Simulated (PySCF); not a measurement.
# TlCl: changing the method

Aim: see what other levels and later steps give for TlCl.

The runs use PySCF 2.14.0; each script names its method and basis.

2 further runs of the same task are left out: 1 for a known fault of the program, 1 that didn't finish.

## Step 1: Where the work starts

TlCl: 2 atoms, charge 0, spin multiplicity 1.

Bond lengths: Tl1–Cl2 2.400 Å.

## Step 2: Base script

input.py

```python
from pyscf import gto, scf
from pyscf.geomopt.geometric_solver import optimize

mol = gto.M(
    atom='Tl 0 0 0; Cl 0 0 2.4',
    basis='def2-svp',
    ecp={'Tl': 'def2-svp'},
    charge=0,
    spin=0,
    verbose=4,
)
mf = scf.RHF(mol)
mf.kernel()
mol_eq = optimize(mf, maxsteps=30)
print('optimised geometry (angstrom)')
print(mol_eq.tostring('raw'))
print('orbital energies (hartree):', mf.mo_energy[..., max(0, mol.nelec[1]-3):mol.nelec[0]+3].round(4))
```

On the command line:

```sh
OMP_NUM_THREADS=1 python input.py
```

## Step 3: UHF

Edit 1 changes SCF type: RHF → UHF.

input.py, as its differences from that of step 2:

```diff
@@ -11,3 +11,3 @@
 )
-mf = scf.RHF(mol)
+mf = scf.UHF(mol)
 mf.kernel()
@@ -16,2 +16,2 @@
 print(mol_eq.tostring('raw'))
-print('orbital energies (hartree):', mf.mo_energy[..., max(0, mol.nelec[1]-3):mol.nelec[0]+3].round(4))
+print('orbital energies (hartree):', [e[max(0, n-3):n+3].round(4) for e, n in zip(mf.mo_energy, mol.nelec)])
```

## Step 4: SCF alone

Edit 2 changes step after the SCF: optimize → none.

input.py

```python
from pyscf import gto, scf

mol = gto.M(
    atom='Tl 0 0 0; Cl 0 0 2.4',
    basis='def2-svp',
    ecp={'Tl': 'def2-svp'},
    charge=0,
    spin=0,
    verbose=4,
)
mf = scf.RHF(mol)
mf.kernel()
mf.dip_moment()
print('orbital energies (hartree):', mf.mo_energy[..., max(0, mol.nelec[1]-3):mol.nelec[0]+3].round(4))
```

## Step 5: Population analysis

Edit 3 changes step after the SCF: optimize → analyze.

input.py

```python
from pyscf import gto, scf

mol = gto.M(
    atom='Tl 0 0 0; Cl 0 0 2.4',
    basis='def2-svp',
    ecp={'Tl': 'def2-svp'},
    charge=0,
    spin=0,
    verbose=4,
)
mf = scf.RHF(mol)
mf.kernel()
mf.mulliken_pop()
mf.dip_moment()
print('orbital energies (hartree):', mf.mo_energy[..., max(0, mol.nelec[1]-3):mol.nelec[0]+3].round(4))
```

## Step 6: MP2

Edit 4 changes step after the SCF: optimize → mp2; frozen orbitals: none → 9.

input.py

```python
from pyscf import gto, scf, mp

mol = gto.M(
    atom='Tl 0 0 0; Cl 0 0 2.4',
    basis='def2-svp',
    ecp={'Tl': 'def2-svp'},
    charge=0,
    spin=0,
    verbose=4,
)
mf = scf.RHF(mol)
mf.kernel()
mp.MP2(mf, frozen=9).kernel()
mf.dip_moment()
print('orbital energies (hartree):', mf.mo_energy[..., max(0, mol.nelec[1]-3):mol.nelec[0]+3].round(4))
```

Q: Predict the outcome of this session. Wanted: for each run, E(SCF); from base; gap; SCF dipole; after the SCF.

The runs gave:

```tsv
run	E(SCF) (hartree)	from base (eV)	cycles	gap (eV)	SCF dipole (D)	after the SCF
base	-630.942074	0	10	10.26	n/a	bond 2.544 Å, -0.114 eV
UHF	-630.942074	0.0000	10	10.26	n/a	bond 2.544 Å, -0.114 eV
SCF alone	-630.942074	0.0000	10	10.26	3.66	n/a
population analysis	-630.942074	0.0000	10	10.26	3.66	n/a
MP2	-630.942074	0.0000	10	10.26	3.66	MP2 correlation -5.338 eV, core frozen
```

SCF columns refer to the geometry typed in the script.

**Reading.** With UHF the SCF ends at the base energy.
